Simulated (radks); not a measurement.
# Valence configurations of Ce²⁺

The task here is to estimate one member of a computed series from the others.

The numbers are computed with radks (a radial shooting solver on a logarithmic mesh, Libxc functionals) version 1 (Dirac Kohn-Sham, PBEsol, spin-unpolarised, spherical densities, point nucleus; open shells are shared between the two j in proportion to 2j + 1), except any that are marked as measured or tabulated.

### The system

| Property | Result |
| --- | --- |
| element | cerium (Z = 58) |
| charge | +2 |
| electrons | 56 |
| configuration | [Xe] 4f2 |
| others tried | 4f1.5 5d0.5; 5d2; 4f1.5 6p0.5; 4f1 5d1; 4f1 6p1; 4f1 6s1; 4f1.5 6s0.5; 5d1 6s1 |

Outer shells as boxes (Hund's rule):

Ce²⁺
```
[Xe] core
4f [↑ ][↑ ][  ][  ][  ][  ][  ]
```

The first run:

The run's settings:

```text
Z 58
configuration [Xe] 4f2
relativity Dirac
functional pbe_sol,pbe_sol
spin unpolarised
j_filling average
nucleus point
c 137.035999084
```

The run is started by

```console
$ python run_ks.py task.json out
```

This one command runs every case of the session in turn.

Steps of the session up to this table: [Xe] 4f2.

One of the session's tables, all rows but one given; the rest of the session is left out.

It belongs to the step «[Xe] 4f2». From the orbitals of this run (lengths in bohr):

| level | <r> | outermost maximum (interpolated) | 90 % within | nodes |
| --- | --- | --- | --- | --- |
| 4p3/2 | 0.6858 | 0.628 | 0.998 | 2 |
| 4d3/2 | 0.7440 | 0.650 | 1.12 | 1 |
| 4d5/2 | 0.7540 | 0.658 | 1.14 | 1 |
| 5s1/2 | 1.543 | 1.39 | 2.22 | 4 |
| 5p1/2 | 1.736 | 1.53 | 2.53 | 3 |
| 5p3/2 | 1.817 | 1.60 | 2.65 | 3 |
| 4f5/2 | ? | ? | ? | ? |
| 4f7/2 | 1.226 | 0.730 | 2.19 | 0 |

Q: Estimate the row for 4f5/2 from the others.

As computed: <r>: 1.210; outermost maximum (interpolated): 0.725; 90 % within: 2.16; nodes: 0. In the column «<r>» it lies between 4d5/2 (0.7540) and 4f7/2 (1.226).
